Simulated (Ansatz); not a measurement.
Geometry optimisation, DFT LDA, scalar-relativistic, plane waves, PAW (Ansatz 0.2.0).

The input (input.yaml):

```yaml
crystal:
  lattice:
    - [7.67918, 0.0, 0.0]
    - [3.83959, 6.650365, 0.0]
    - [0.0, 0.0, 18.868765]
  atoms:
    - { symbol: H, position: [0.1666667, 0.1666667, 0.0529976] }
    - { symbol: H, position: [0.6666667, 0.1666667, 0.0529976] }
    - { symbol: H, position: [0.1666667, 0.6666667, 0.0529976] }
    - { symbol: H, position: [0.6666667, 0.6666667, 0.0529976] }
    - { symbol: Si, position: [0.1666667, 0.1666667, 0.1324941] }
    - { symbol: Si, position: [0.6666667, 0.1666667, 0.1324941] }
    - { symbol: Si, position: [0.1666667, 0.6666667, 0.1324941] }
    - { symbol: Si, position: [0.6666667, 0.6666667, 0.1324941] }
    - { symbol: Si, position: [-0.1666667, 0.3333333, 0.1740312] }
    - { symbol: Si, position: [0.3333333, 0.3333333, 0.1740312] }
    - { symbol: Si, position: [-0.1666667, 0.8333333, 0.1740312] }
    - { symbol: Si, position: [0.3333333, 0.8333333, 0.1740312] }
    - { symbol: Si, position: [-0.1666667, 0.3333333, 0.2986423] }
    - { symbol: Si, position: [0.3333333, 0.3333333, 0.2986423] }
    - { symbol: Si, position: [-0.1666667, 0.8333333, 0.2986423] }
    - { symbol: Si, position: [0.3333333, 0.8333333, 0.2986423] }
    - { symbol: Si, position: [0.0, 0.0, 0.3401794] }
    - { symbol: Si, position: [0.5, 0.0, 0.3401794] }
    - { symbol: Si, position: [0.0, 0.5, 0.3401794] }
    - { symbol: Si, position: [0.5, 0.5, 0.3401794] }
    - { symbol: H, position: [0.0, 0.5, 0.417026] }
    - { symbol: H, position: [0.5, 0.5, 0.417026] }
    - { symbol: Ni, position: [-0.0040914, 0.0071352, 0.4673737], spin: 1.0 }
magnetization:
  spin_polarized: true
basis:
  ecutwfc: 420.0
kpoints:
  mp_grid: { grid: [2, 2, 1] }
hamiltonian:
  xc: lda
  pseudopotentials: { kind: paw, azcp: { folder: soft_1 } }
scf:
  occupations: { method: fermi_dirac, width: 0.05 }
  lower_state_search: "off"
relax:
  f_tol: 0.08
  max_steps: 25
  adjacent_minimum: "off"
  constraints: [{ sites: [0, 1, 2, 3, 4, 5, 6, 7] }]
```

Launched with:

```bash
$ ansatz run input.yaml --threads 2 --pin off --max-ram 5120MiB --backend cpu --events-out ev --progress --plain --runs-dir out
```

Where does it end, and by what steps?

It converged. Limits of this set-up: coarse k mesh, thin slab, slab without dipole correction, PAW files made for another functional, a typed lattice constant that wasn't relaxed here. After 6 steps the energy has fallen by 0.635 eV; Si18 moved furthest, 0.68 Å.

```csv
step,energy less start (eV),largest force component (eV/Å),accepted
0,0.0000,1.937,yes
1,-0.3894,1.190,yes
2,-0.4865,0.959,yes
3,-0.5401,0.296,yes
4,-0.5951,0.328,yes
5,-0.6325,0.151,yes
6,-0.6345,0.055,yes
```

```xyz
23
Lattice="7.6792 0.0000 0.0000 3.8396 6.6504 0.0000 0.0000 0.0000 18.8688" Properties=species:S:1:pos:R:3
H 1.920 1.108 1.000
H 5.759 1.108 1.000
H 3.840 4.434 1.000
H 7.679 4.434 1.000
Si 1.920 1.108 2.500
Si 5.759 1.108 2.500
Si 3.840 4.434 2.500
Si 7.679 4.434 2.500
Si 0.000 2.220 3.236
Si 3.840 2.216 3.234
Si 1.915 5.541 3.244
Si 5.764 5.541 3.245
Si 0.000 2.186 5.566
Si 3.840 2.246 5.579
Si 2.004 5.513 5.593
Si 5.673 5.513 5.593
Si -0.001 0.030 6.437
Si 3.839 -0.044 5.738
Si 1.898 3.302 6.332
Si 5.782 3.301 6.333
H 1.920 3.301 7.835
H 5.759 3.302 7.836
Ni -0.005 0.111 8.501
```

Whether the end is a true minimum wasn't checked by a vibrational analysis.

The run took 73 s on 2 threads of AMD EPYC 9R45 96-Core Processor (Zen 5), with other jobs on the host, peak memory 1.4 GiB.
